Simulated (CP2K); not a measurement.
# ScRu3 (Fmmm) in CP2K: a series of runs

The runs below take ScRu3 through single point, with PBE.

Program: CP2K 2026.2. These are calculated values, not measurements. Logs are shortened: lines on timing, memory, paths and dates and some standing lists are left out, and cuts for length are marked.

## 1. The cell of the first run

Symmetry: Fmmm, No. 69, orthorhombic system. The conventional cell has a = 5.486 Å, b = 5.541 Å, c = 8.045 Å, α = 90.00°, β = 90.00°, γ = 90.00°. Ru (site symmetry mmm) is surrounded by 4 Sc at 2.74 to 2.77 Å and 8 Ru at 2.80 Å. Ru (site symmetry 222) is surrounded by 8 Ru at 2.74 to 2.80 Å and 4 Sc at 2.80 Å. Sc (site symmetry mmm) is surrounded by 12 Ru at 2.74 to 2.80 Å.

The cell comes from a database or a generator and needn't be the stable form of this composition.

## 2. Single point, PBE (strain = -0.01)

scru3_scf.inp reads:

```
&GLOBAL
  PROJECT scru3_scf
  RUN_TYPE ENERGY_FORCE
  PRINT_LEVEL LOW
&END GLOBAL
&FORCE_EVAL
  METHOD QS
  STRESS_TENSOR ANALYTICAL
  &DFT
    BASIS_SET_FILE_NAME BASIS_MOLOPT_UZH
    POTENTIAL_FILE_NAME POTENTIAL_UZH
    &MGRID
      CUTOFF 450
      REL_CUTOFF 60
      NGRIDS 5
    &END MGRID
    &QS
      METHOD GPW
      EPS_DEFAULT 1.0E-10
    &END QS
    &KPOINTS
      SCHEME MONKHORST-PACK 7 7 7
      GAMMA_CENTERED T
      SYMMETRY T
      SYMMETRY_BACKEND SPGLIB
    &END KPOINTS
    &SCF
      SCF_GUESS ATOMIC
      EPS_SCF 1.0E-6
      MAX_SCF 100
      ADDED_MOS 26
      CHOLESKY OFF
      EPS_EIGVAL 1.0E-7
      &DIAGONALIZATION ON
        ALGORITHM STANDARD
      &END DIAGONALIZATION
      &MIXING ON
        METHOD BROYDEN_MIXING
        ALPHA 0.4
        BETA 1.5
        NBUFFER 8
      &END MIXING
      &SMEAR ON
        METHOD FERMI_DIRAC
        ELECTRONIC_TEMPERATURE [K] 580.226
      &END SMEAR
    &END SCF
    &XC
      &XC_FUNCTIONAL
        &GGA_X_PBE
        &END GGA_X_PBE
        &GGA_C_PBE
        &END GGA_C_PBE
      &END XC_FUNCTIONAL
    &END XC
    &PRINT
      &KPOINTS ON
      &END KPOINTS
      &MULLIKEN ON
      &END MULLIKEN
      &MO ON
        ENERGIES T
        OCCUPATION_NUMBERS T
        &EACH
          QS_SCF 0
        &END EACH
        ADD_LAST NUMERIC
      &END MO
      &LOWDIN ON
      &END LOWDIN
      &HIRSHFELD ON
        SHAPE_FUNCTION DENSITY
      &END HIRSHFELD
      &E_DENSITY_CUBE ON
        STRIDE 1
      &END E_DENSITY_CUBE
      &V_HARTREE_CUBE ON
        STRIDE 1
      &END V_HARTREE_CUBE
      &ELF_CUBE ON
        STRIDE 1
      &END ELF_CUBE
    &END PRINT
  &END DFT
  &SUBSYS
    &CELL
      A 4.8840790719 0.0000000000 0.0000000000
      B 1.7410490846 4.5632199668 0.0000000000
      C -3.3125640782 -2.2816099834 2.7428851718
      PERIODIC XYZ
    &END CELL
    &COORD
      Ru  3.3125640782 2.2816099834 0.0000000000
      Ru  0.8705245423 2.2816099834 1.3714425859
      Ru  2.4420395360 0.0000000000 1.3714425859
      Sc  0.0000000000 0.0000000000 0.0000000000
    &END COORD
    &KIND Ru
      BASIS_SET TZVP-MOLOPT-PBE-GTH-q16
      POTENTIAL GTH-PBE-q16
    &END KIND
    &KIND Sc
      BASIS_SET TZVP-MOLOPT-PBE-GTH-q11
      POTENTIAL GTH-PBE-q11
    &END KIND
    &PRINT
      &ATOMIC_COORDINATES ON
      &END ATOMIC_COORDINATES
      &CELL ON
      &END CELL
      &SYMMETRY ON
      &END SYMMETRY
    &END PRINT
  &END SUBSYS
  &PRINT
    &FORCES ON
    &END FORCES
    &STRESS_TENSOR ON
    &END STRESS_TENSOR
  &END PRINT
&END FORCE_EVAL
```

Potentials or basis: POTENTIAL_UZH Ru GTH-PBE-q16, Sc GTH-PBE-q11; TZVP-MOLOPT-PBE-GTH basis.

Launch:

```bash
OMP_NUM_THREADS=1 cp2k.psmp -i scru3_scf.inp -o scru3_scf.out
```

scru3_scf.out:

```text

 CP2K| version string:                                       CP2K version 2026.2
 CP2K| Input file name                                             scru3_scf.inp

 GLOBAL| Force Environment number                                              1
 GLOBAL| Basis set file name                                    BASIS_MOLOPT_UZH
 GLOBAL| Potential file name                                       POTENTIAL_UZH
 GLOBAL| MM Potential file name                                     MM_POTENTIAL
 GLOBAL| Coordinate file name                                      __STD_INPUT__
 GLOBAL| Method name                                                        CP2K
 GLOBAL| Project name                                                  scru3_scf
 GLOBAL| Run type                                                   ENERGY_FORCE
 GLOBAL| FFT library                                                       FFTW3
[... 8 lines left out ...]
 GLOBAL| CPU model name                                                  UNKNOWN

 CELL| Volume [angstrom^3]:                                            61.131031
 CELL| Vector a [angstrom]:       4.884     0.000     0.000   |a| =     4.884079
 CELL| Vector b [angstrom]:       1.741     4.563     0.000   |b| =     4.884079
 CELL| Vector c [angstrom]:      -3.313    -2.282     2.743   |c| =     4.868495
 CELL| Angle (b,c), alpha [degree]:                                   132.875552
 CELL| Angle (a,c), beta  [degree]:                                   132.875552
 CELL| Angle (a,b), gamma [degree]:                                    69.116167
 CELL| Numerically orthorhombic:                                              NO
 CELL| Periodicity                                                           XYZ

 CELL_REF| Volume [angstrom^3]:                                        61.131031
 CELL_REF| Vector a [angstrom     4.884     0.000     0.000   |a| =     4.884079
 CELL_REF| Vector b [angstrom     1.741     4.563     0.000   |b| =     4.884079
 CELL_REF| Vector c [angstrom    -3.313    -2.282     2.743   |c| =     4.868495
 CELL_REF| Angle (b,c), alpha [degree]:                               132.875552
 CELL_REF| Angle (a,c), beta  [degree]:                               132.875552
 CELL_REF| Angle (a,b), gamma [degree]:                                69.116167
 CELL_REF| Numerically orthorhombic:                                          NO
 CELL_REF| Periodicity                                                       XYZ
[... 9 lines left out ...]
 TOTAL NUMBERS AND MAXIMUM NUMBERS

  Total number of            - Atomic kinds:                                   2
                             - Atoms:                                          4
                             - Shell sets:                                     4
                             - Shells:                                        44
                             - Primitive Cartesian functions:                 27
                             - Cartesian basis functions:                    164
                             - Spherical basis functions:                    140

  Maximum angular momentum of- Orbital basis functions:                        3
                             - Local part of the GTH pseudopotential:          2
                             - Non-local part of the GTH pseudopotential:      4

 MODULE QUICKSTEP: ATOMIC COORDINATES IN ANGSTROM

   Atom Kind Element         X             Y             Z       Z(eff)     Mass
      1    1 Ru   44      3.312564      2.281610      0.000000  16.0000 101.0700
      2    1 Ru   44      0.870525      2.281610      1.371443  16.0000 101.0700
      3    1 Ru   44      2.442040      0.000000      1.371443  16.0000 101.0700
      4    2 Sc   21      0.000000      0.000000      0.000000  11.0000  44.9559

 Crystal Symmetry Information
       International Symbol:                                                Fmmm
       Point Group Symbol:                                                   mmm
       Schoenflies Symbol:                                                D2h^23
       Number of Symmetry Operations:                                          8

 SCF PARAMETERS         Density guess:                                    ATOMIC
                        --------------------------------------------------------
                        max_scf:                                             100
[... 7 lines left out ...]
                        --------------------------------------------------------
                        level_shift [a.u.]:                             0.000000
                        added MOs                                        26    0
                        --------------------------------------------------------
                        Mixing method:                            BROYDEN_MIXING
                                                charge density mixing in g-space
                        --------------------------------------------------------
                        Smear method:                                FERMI_DIRAC
                        Electronic temperature [K]:                        580.2
[... 66 lines left out ...]

 Number of orbital functions:                                                140
 Number of independent orbital functions:                                    140

 SCF WAVEFUNCTION OPTIMIZATION

  Step     Update method      Time    Convergence         Total energy    Change
  ------------------------------------------------------------------------------
     1 NoMix/Diag. 0.40E+00   12.3     1.32061622      -330.7700668248 -3.31E+02
     2 Broy./Diag. 0.40E+00   13.0     0.20129316      -334.6718563282 -3.90E+00
     3 Broy./Diag. 0.40E+00   12.9     0.09451628      -331.0074226585  3.66E+00
     4 Broy./Diag. 0.40E+00   12.9     0.11247085      -329.8907042548  1.12E+00
     5 Broy./Diag. 0.40E+00   13.0     0.02804719      -329.2545062515  6.36E-01
     6 Broy./Diag. 0.40E+00   12.9     0.01011184      -329.2093922771  4.51E-02
     7 Broy./Diag. 0.40E+00   12.9     0.01314093      -329.2669845150 -5.76E-02
     8 Broy./Diag. 0.40E+00   12.9     0.00347124      -329.2589330496  8.05E-03
     9 Broy./Diag. 0.40E+00   12.9     0.00137156      -329.2529535261  5.98E-03
    10 Broy./Diag. 0.40E+00   12.8     0.00032992      -329.2551965355 -2.24E-03
    11 Broy./Diag. 0.40E+00   12.8     0.00008661      -329.2553330218 -1.36E-04
    12 Broy./Diag. 0.40E+00   12.9     0.00004572      -329.2549926982  3.40E-04
    13 Broy./Diag. 0.40E+00   12.9     0.00000866      -329.2550600228 -6.73E-05
    14 Broy./Diag. 0.40E+00   12.8     0.00000476      -329.2550711900 -1.12E-05
    15 Broy./Diag. 0.40E+00   12.9     0.00000099      -329.2550636736  7.52E-06

  *** SCF run converged in    15 steps ***

  Electronic density on regular grids:        -58.9999999987        0.0000000013
  Core density on regular grids:               58.9999999976       -0.0000000024
  Total charge density on r-space grids:       -0.0000000011
  Total charge density g-space grids:          -0.0000000011

  Overlap energy of the core charge distribution:               0.00000000000000
  Self energy of the core charge distribution:               -603.29574373347145
  Core Hamiltonian energy:                                    142.58449068953041
  Hartree energy:                                             167.90928495144507
  Exchange-correlation energy:                                -36.45140647060722
  Electronic entropic energy:                                  -0.00168910841242
  Fermi energy:                                                 0.55638107425972

  Total energy:                                              -329.25506367364420
  Total energy (extrapolated to T->0):                       -329.25421911943801

 MO| EIGENVALUES AND OCCUPATION NUMBERS FOR K POINT 1
 MO|
 MO|  Index      Eigenvalue [a.u.]        Eigenvalue [eV]             Occupation
 MO|      1              -2.098745             -57.109743               2.000000
 MO|      2              -2.096035             -57.036016               2.000000
 MO|      3              -2.095548             -57.022748               2.000000
 MO|      4              -1.222827             -33.274821               2.000000
 MO|      5              -1.007139             -27.405644               2.000000
 MO|      6              -1.005097             -27.350077               2.000000
[... 854 lines left out ...]
 MO|     55               1.430276              38.919798               0.000000
 MO|     56               1.445563              39.335780               0.000000
 MO| Sum:                                                              59.991874
 MO| E(Fermi):            0.556381 a.u.         15.139899 eV

 [... the levels of further k-points ...]

 The electron density is written in Cube    file format to the file:

 scru3_scf-ELECTRON_DENSITY-1_0.cube

 !-----------------------------------------------------------------------------!
                     Mulliken Population Analysis

 #  Atom  Element  Kind  Atomic population                           Net charge
       1     Ru       1         16.213727                             -0.213727
       2     Ru       1         16.247113                             -0.247113
       3     Ru       1         16.247112                             -0.247112
       4     Sc       2         10.292048                              0.707952
 # Total charge                             59.000000                  0.000000

 !-----------------------------------------------------------------------------!

 !-----------------------------------------------------------------------------!
                           Hirshfeld Charges

  #Atom  Element  Kind  Ref Charge     Population                    Net charge
      1       Ru     1      16.000         15.979                         0.021
      2       Ru     1      16.000         15.972                         0.028
      3       Ru     1      16.000         15.972                         0.028
      4       Sc     2      11.000         11.077                        -0.077

  Total Charge                                                           -0.000
 !-----------------------------------------------------------------------------!

 LOWDIN POPULATION ANALYSIS

 #  Atom  Element  Kind  Atomic population                           Net charge
       1     Ru       1         15.976798                              0.023202
       2     Ru       1         15.984680                              0.015320
       3     Ru       1         15.984680                              0.015320
       4     Sc       2         11.053842                             -0.053842
 # Total charge                             59.000000                  0.000000

               ----- ELF is computed on the real space grid -----

 ELF is written in Cube    file format to the file:

 scru3_scf-ELF_S1-1_0.cube

 ENERGY| Total FORCE_EVAL ( QS ) energy [hartree]           -329.255059183204821

 FORCES| Atomic forces [hartree/bohr]
 FORCES|   Atom     x               y               z               |f|
 FORCES|      1 -1.58707098E-11  8.04028501E-14 -1.38099824E-11   2.10380966E-11
 FORCES|      2  1.66010546E-08 -2.06090004E-08 -9.96273901E-11   2.64638590E-08
 FORCES|      3 -1.65558754E-08  2.06294739E-08  1.04757324E-10   2.64515251E-08
 FORCES|      4 -2.69649090E-11 -2.06250383E-11  8.85588871E-12   3.50845449E-11
 FORCES| Sum     2.34359787E-12 -7.10471762E-14  1.75840249E-13
 FORCES| Total atomic force                                       2.35125891E-12

 STRESS| Analytical stress tensor [bar]
 STRESS|                        x                   y                   z
 STRESS|      x       -7.54507724608E+03   7.78185532577E+03   4.33363504496E+00
 STRESS|      y        7.78185532577E+03  -1.34833124463E+04   2.97089515228E+00
 STRESS|      z        4.33363504496E+00   2.97089515228E+00   1.86663834635E+03
 STRESS| 1/3 Trace                                            -6.38725044866E+03
 STRESS| Determinant                                           7.68600291368E+10

 STRESS| Eigenvectors and eigenvalues of the analytical stress tensor [bar]
 STRESS|                        1                   2                   3
 STRESS| Eigenvalues  -1.88432363057E+04  -2.18516020004E+03   1.86664515975E+03
 STRESS|      x          -0.567239937521      0.823551887923      0.001068259954
 STRESS|      y           0.823552580763      0.567239461188      0.000735111937
 STRESS|      z           0.000000556377     -0.001296753091      0.999999159215
```

Run time: 4.3 min. Hardware: 1 thread of Arm Neoverse V2, shared host; peak memory 0.73 GiB.

Results:

```yaml
Free_energy: -8959.4858 eV
Pressure: -0.6 GPa
Band_gap_on_the_k_mesh: none (metal or under the smearing width)
Mulliken_charges: Ru -0.21, -0.25; Sc +0.71 e
Hirshfeld_charges: Ru +0.02, +0.03; Sc -0.08 e
```

Caveat: Mulliken charges move with the basis; the basis of atomic orbitals isn't converged, which shifts pressures, moduli and gaps.

## 3. Single point, PBE (strain = 0.01)

scru3_scf.inp, as its differences from that of step 2:

```diff
@@ -86,5 +86,5 @@
     &CELL
-      A 4.8840790719 0.0000000000 0.0000000000
-      B 1.7410490846 4.5632199668 0.0000000000
-      C -3.3125640782 -2.2816099834 2.7428851718
+      A 4.8684950400 0.0000000000 0.0000000000
+      B 1.7778401235 4.5322762989 0.0000000000
+      C -3.3231675817 -2.2661381495 2.7704518569
       PERIODIC XYZ
@@ -92,5 +92,5 @@
     &COORD
-      Ru  3.3125640782 2.2816099834 0.0000000000
-      Ru  0.8705245423 2.2816099834 1.3714425859
-      Ru  2.4420395360 0.0000000000 1.3714425859
+      Ru  3.3231675817 2.2661381495 0.0000000000
+      Ru  0.8889200618 2.2661381494 1.3852259284
+      Ru  2.4342475200 -0.0000000000 1.3852259284
       Sc  0.0000000000 0.0000000000 0.0000000000
```

Potentials or basis: POTENTIAL_UZH Ru GTH-PBE-q16, Sc GTH-PBE-q11; TZVP-MOLOPT-PBE-GTH basis.

Launch:

```bash
OMP_NUM_THREADS=1 cp2k.psmp -i scru3_scf.inp -o scru3_scf.out
```

Run time: 4.4 min. Hardware: 1 thread of Arm Neoverse V2, shared host; peak memory 0.72 GiB.

Results (log left out):

```yaml
Free_energy: -8959.4858 eV
Pressure: -0.6 GPa
Band_gap_on_the_k_mesh: none (metal or under the smearing width)
Mulliken_charges: Ru -0.21, -0.25; Sc +0.71 e
Hirshfeld_charges: Ru +0.02, +0.03; Sc -0.08 e
```

Stress tensor (GPa, compression positive):
```
-0.09 -0.19  0.00
-0.19  0.06  0.00
 0.00  0.00 -1.88
```

Levels at points of the mesh, in eV from the Fermi level:
```csv
k point,band 26,band 27,band 28,band 29,band 30,band 31,band 32,band 33,band 34,band 35
"(0.00, 0.00, 0.00)",-1.32,-0.45,-0.40,-0.20,-0.03,0.88,2.36,3.10,3.41,3.88
```

Caveat: Mulliken charges move with the basis; the basis of atomic orbitals isn't converged, which shifts pressures, moduli and gaps.
